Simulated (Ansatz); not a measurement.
**C3H7ClOZn: up Jacob's ladder to CCSD(T)**

The task here is to estimate one member of a computed series from the others.

The runs use Ansatz 0.2.0, Gaussian basis; functionals in def2-TZVPP, the program's frozen cores in correlated methods.

Levels to be run: LDA (SPW92), PBE-D4, revPBE-D4, BLYP-D4, r2SCAN-D4, B97M-V, PBE0-D4, B3LYP-D4, r2SCANh-D4, r2SCAN0-D4, HSE06-D4, BHLYP-D4, CAM-B3LYP-D4, LC-ωPBE, ωB97X-V, ωB97M-V, B2PLYP, PBE-QIDH; CCSD(T)/def2-SVP; CCSD(T)/def2-TZVPP; MP2/def2-QZVPP; extrapolation to the limit; RPA on PBE.

**The geometry**

An earlier PBE0-D4 in a triple-zeta def2 set relaxation fixed the geometry.

SMILES `CC(C)[O][Zn][Cl]`, 13 atoms, charge 0, spin multiplicity 1.

Atoms are counted from 1 here; the program's logs count them from 0.

Bond lengths: C1–C2 1.517 Å, C1–H7 1.093 Å, C1–H8 1.098 Å, C1–H9 1.091 Å, C2–C3 1.517 Å, C2–O4 1.407 Å, C2–H10 1.100 Å, C3–H11 1.098 Å, C3–H12 1.093 Å, C3–H13 1.091 Å, O4–Zn5 1.771 Å, Zn5–Cl6 2.086 Å. Angles: C2–C1–H7 111.7°, C2–C1–H8 110.2°, C2–C1–H9 110.4°, H7–C1–H8 107.5°, H7–C1–H9 108.5°, H8–C1–H9 108.3°, C1–C2–C3 111.7°, C1–C2–O4 111.4°, C1–C2–H10 108.2°, C3–C2–O4 111.4°, C3–C2–H10 108.2°, O4–C2–H10 105.6°, C2–C3–H11 110.3°, C2–C3–H12 111.7°, C2–C3–H13 110.4°, H11–C3–H12 107.5°, H11–C3–H13 108.3°, H12–C3–H13 108.5° and more.

The first run:

The input, in.yaml:

```yaml
crystal:
  periodic: [false, false, false]
  atoms:
    - {symbol: C, position_ang: [-0.643844, -0.255586, 1.259514]}
    - {symbol: C, position_ang: [0.600884, 0.101827, 0.468938]}
    - {symbol: C, position_ang: [0.923152, -0.949328, -0.576631]}
    - {symbol: O, position_ang: [0.492419, 1.380799, -0.107047]}
    - {symbol: Zn, position_ang: [-0.749322, 1.786143, -1.302539]}
    - {symbol: Cl, position_ang: [-2.145403, 2.424911, -2.715278]}
    - {symbol: H, position_ang: [-0.527870, -1.205824, 1.787202]}
    - {symbol: H, position_ang: [-1.505857, -0.354773, 0.586414]}
    - {symbol: H, position_ang: [-0.867432, 0.522802, 1.991262]}
    - {symbol: H, position_ang: [1.447213, 0.162698, 1.168180]}
    - {symbol: H, position_ang: [0.084128, -1.059019, -1.276485]}
    - {symbol: H, position_ang: [1.103265, -1.927497, -0.123172]}
    - {symbol: H, position_ang: [1.809167, -0.661952, -1.145558]}
basis:
  gaussian: {orbitals: def2-TZVPP}
hamiltonian: {xc: lda}
output: {orbitals: {seedname: orbitals}}
```

Started as:

```console
ansatz run in.yaml --threads 2 --pin off --events-out ev --progress --plain --max-ram 32768MiB --backend cuda --devices 0, --max-vram 18GiB
```

Steps of the session up to this table: LDA; PBE-D4 (GGA); revPBE-D4 (GGA); BLYP-D4 (GGA); r2SCAN-D4 (meta-GGA); B97M-V (meta-GGA); B3LYP-D4 (hybrid); r2SCANh-D4 (hybrid); r2SCAN0-D4 (hybrid); HSE06-D4 (hybrid); BHLYP-D4 (hybrid); CAM-B3LYP-D4 (range-separated); LC-ωPBE (range-separated); ωB97X-V (range-separated); ωB97M-V (range-separated); B2PLYP (double hybrid); PBE-QIDH (double hybrid).

One table of the session follows, with a row left open; its other results are not shown here.

It belongs to the step «Frontier levels by functional». 

```
  functional  HOMO (eV)  gap (eV)
 LDA (SPW92)      -6.44      4.16
      PBE-D4      -6.22      4.23
   revPBE-D4      -6.13      4.27
     BLYP-D4      -6.12      4.16
   r2SCAN-D4      -6.50      4.79
      B97M-V      -6.64      4.72
     PBE0-D4      -7.70      6.63
    B3LYP-D4      -7.47      6.07
  r2SCANh-D4      -7.06      5.68
  r2SCAN0-D4      -7.91      7.00
    HSE06-D4      -7.29      5.85
    BHLYP-D4      -9.14      8.86
CAM-B3LYP-D4          ?         ?
     LC-ωPBE     -10.47     11.62
     ωB97X-V     -10.15     11.07
     ωB97M-V     -10.10     10.75
```

**Question.** Estimate the row for CAM-B3LYP-D4.

The run gave: HOMO (eV): -9.16; gap (eV): 8.99. In the column «HOMO (eV)» it lies between ωB97M-V (-10.10) and BHLYP-D4 (-9.14).
